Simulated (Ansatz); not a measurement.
# B2BrFH3P: the cost of one run

The runs use Ansatz 0.2.0; RKS PBE-D4/def2-SVP.

## Step 1: Starting geometry

8 atoms, charge 0, spin multiplicity 1.

Atoms are counted from 1 here; the program's logs count them from 0.

Bond lengths: F1–B2 1.329 Å, B2–Br3 1.946 Å, B2–B4 1.678 Å, B4–P5 1.858 Å, B4–H6 1.217 Å, P5–H7 1.429 Å, P5–H8 1.429 Å. Angles: F1–B2–Br3 117.0°, F1–B2–B4 129.1°, Br3–B2–B4 113.8°, B2–B4–P5 122.3°, B2–B4–H6 121.7°, P5–B4–H6 115.7°, B4–P5–H7 107.7°, B4–P5–H8 107.2°, H7–P5–H8 100.8°.

Coordinates:

```
F     1.92104   -1.01087    1.29695
B     0.64826   -0.65401    1.15967
Br   -0.68120   -1.75921    2.05385
B    -0.00759    0.60859    0.27063
P     0.01309    0.63131   -1.58700
H    -0.42304    1.61853    0.80674
H    -0.16265   -0.71238   -2.04005
H    -1.21560    1.22085   -2.01659
```

This geometry comes from a loose relaxation at PBE in a small basis, which is not shown.

## Step 3: Setting up the map

First coordinate, dihedral B2–B4–P5–H7: 10 values from −180 to 144 °, periodic. Second coordinate, dihedral F1–B2–B4–P5: 10 values from −180 to 144 °, periodic.

Relaxed at each point: all other coordinates. Energies count from the relaxed molecule at the same level.

(The set-up runs are not shown.)

## Step 4: The run at dihedral B2–B4–P5–H7 = 36°, dihedral F1–B2–B4–P5 = 72°

The input, input.yaml:

```yaml
crystal:
  periodic: [false, false, false]
  atoms:
    - { symbol: F, position_ang: [1.924115, -0.99386, 1.320861] }
    - { symbol: B, position_ang: [0.649597, -0.662586, 1.144393] }
    - { symbol: Br, position_ang: [-0.683341, -1.767661, 2.032809] }
    - { symbol: B, position_ang: [-0.002498, 0.613131, 0.271382] }
    - { symbol: P, position_ang: [0.01534, 0.626807, -1.587474] }
    - { symbol: H, position_ang: [-0.414325, 1.625291, 0.806283] }
    - { symbol: H, position_ang: [-0.181933, -0.716659, -2.032665] }
    - { symbol: H, position_ang: [-1.214656, 1.218337, -2.011389] }
basis:
  gaussian: { orbitals: def2-SVP }
hamiltonian:
  xc: pbe
  dispersion: d4
output:
  forces: true
relax:
  f_tol: 0.02
  max_steps: 50
  escape_saddle: false
  constraints: [{ sites: [1, 3, 4, 6] }, { sites: [0, 1, 3, 4] }]
scf:
  lower_state_search: "off"
```

Run with:

```console
> ansatz run input.yaml --threads 1 --pin off --max-ram 2560MiB --backend cpu --events-out ev --progress --plain --runs-dir out
```

**Question.** How long does this run take on 1 thread of Arm Neoverse V2, shared host, and how much memory does it need?

About 6.2 s, with a peak of 0.14 GiB.
